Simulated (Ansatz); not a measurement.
# CH₄Cl₂GeS (singlet): relaxing a cheap start

Where does this start of CH₄Cl₂GeS (singlet) end when it is relaxed?

Program: Ansatz 0.2.0, Gaussian basis. Level of theory: RKS PBE0/def2-SVP. These are calculated values, not measurements.

1 further run of the same task is left out (it didn't finish).

**1. The system as given**

9 atoms, charge 0, spin multiplicity 1.

Atoms are counted from 1 here; the program's logs count them from 0.

Bond lengths: C1–S2 1.786 Å, C1–H6 1.173 Å, C1–H7 1.138 Å, C1–H8 1.060 Å, S2–Ge3 2.241 Å, Ge3–Cl4 2.189 Å, Ge3–Cl5 2.132 Å, Ge3–H9 1.597 Å. Angles: S2–C1–H6 109.4°, S2–C1–H7 109.9°, S2–C1–H8 113.9°, H6–C1–H7 104.2°, H6–C1–H8 110.6°, H7–C1–H8 108.4°, C1–S2–Ge3 93.7°, S2–Ge3–Cl4 106.8°, S2–Ge3–Cl5 110.3°, S2–Ge3–H9 107.3°, Cl4–Ge3–Cl5 111.6°, Cl4–Ge3–H9 109.6°, Cl5–Ge3–H9 111.0°.

The start is a generated structure. Sticks and bond lists go by distance. No spin-orbit coupling is included. 

**2. Relaxation**

File in.yaml:

```yaml
crystal:
  periodic: [false, false, false]
  atoms:
    - {symbol: C, position_ang: [0.422600, 1.303200, 0.695900]}
    - {symbol: S, position_ang: [1.167600, 0.471500, -0.697900]}
    - {symbol: Ge, position_ang: [-0.263200, -1.251100, -0.621200]}
    - {symbol: Cl, position_ang: [0.533600, -2.795500, -1.951900]}
    - {symbol: Cl, position_ang: [-2.210200, -0.624100, -1.223900]}
    - {symbol: H, position_ang: [-0.681300, 1.596600, 0.430000]}
    - {symbol: H, position_ang: [0.941700, 2.300600, 0.874500]}
    - {symbol: H, position_ang: [0.452600, 0.744100, 1.596500]}
    - {symbol: H, position_ang: [-0.275000, -1.791600, 0.881000]}
basis:
  gaussian: {orbitals: def2-SVP}
hamiltonian: {xc: pbe0}
relax: {f_tol: 0.01, max_steps: 150}
```

On the command line:

```console
$ ansatz run in.yaml --threads 1 --pin off --events-out ev --progress --plain --max-ram 16896MiB --backend cuda --devices 0, --max-vram 18GiB
```

Before running it: what results should come out? Wanted: energy gained; shift from the start; total energy; dipole moment.

**Answer**, as computed:

| quantity | value |
| --- | --- |
| steps | 12 |
| energy gained | 0.277 eV |
| shift from the start (rms) | 0.223 Å |
| total energy | -93464.6637 eV |
| dipole moment | 2.74 D |

What this shows: The bonds of the start are those of the end. C1–H6 went from 1.173 to 1.099 Å. No vibrations were run, so this is a stationary point, not a proven minimum, and this spin need not be the ground state's.
